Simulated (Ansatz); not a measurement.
# Si5Mo: the cost of one run

Method: DFT PBE, scalar-relativistic, plane waves, PAW, in Ansatz 0.2.0.

## (1) The starting structure

Symmetry: P-6m2, No. 187, hexagonal system. The conventional cell has a = 2.755 Å, b = 2.755 Å, c = 13.390 Å, α = 90.00°, β = 90.00°, γ = 120.00°. Si (site symmetry 3m) is surrounded by 3 Mo at 2.72 Å and 9 Si at 2.75 Å. Around Si (site symmetry 3m) lie 12 Si at 2.75 Å. Around Si (site symmetry -6m2) lie 12 Si at 2.75 Å. Around Mo (site symmetry -6m2) lie 6 Si at 2.72 Å and 6 Mo at 2.75 Å.

As a file:

```
CELL_PARAMETERS angstrom
2.75471 0.00000 0.00000
-1.37736 2.38565 0.00000
0.00000 0.00000 13.38993
ATOMIC_POSITIONS crystal
Si 0.66667 0.33333 0.83533
Si 0.00000 0.00000 0.66764
Si 0.66667 0.33333 0.50000
Si 0.00000 0.00000 0.33236
Si 0.66667 0.33333 0.16467
Mo 0.00000 0.00000 0.00000
```

Recipe of the guess: species swapped into a database cell of MgCd5 (P-6m2, No. 187), with Mo on the Mg sites and Si on the Cd sites. Lengths come from tabulated atomic sizes and are only a guess.

## (2) The guess as it stands, on a coarse mesh

Input file input.yaml:

```yaml
crystal:
  lattice:
    - [2.75471027, 0.0, 0.0]
    - [-1.37735513, 2.38564907, 0.0]
    - [0.0, 0.0, 13.38993254]
  atoms:
    - { symbol: Si, position: [0.66666667, 0.33333333, 0.83533365] }
    - { symbol: Si, position: [0.0, 0.0, 0.66764224] }
    - { symbol: Si, position: [0.66666667, 0.33333333, 0.5] }
    - { symbol: Si, position: [0.0, 0.0, 0.33235776] }
    - { symbol: Si, position: [0.66666667, 0.33333333, 0.16466635] }
    - { symbol: Mo, position: [0.0, 0.0, 0.0] }
basis:
  ecutwfc: 420
kpoints:
  mp_grid: { grid: [6, 6, 2] }
hamiltonian:
  xc: pbe
scf:
  occupations: { method: gaussian, width: 0.1 }
  lower_state_search: "off"
output:
  forces: true
  stress: true
  eigenvalues: true
```

Launch:

```
> ansatz run input.yaml --threads 1 --pin off --max-ram 2560MiB --backend cpu --events-out ev --progress --plain --runs-dir out
```

What time and memory should one allow on 1 thread of Intel Xeon at 2.70GHz, shared host?

About 3.2 s, with a peak of 0.33 GiB.
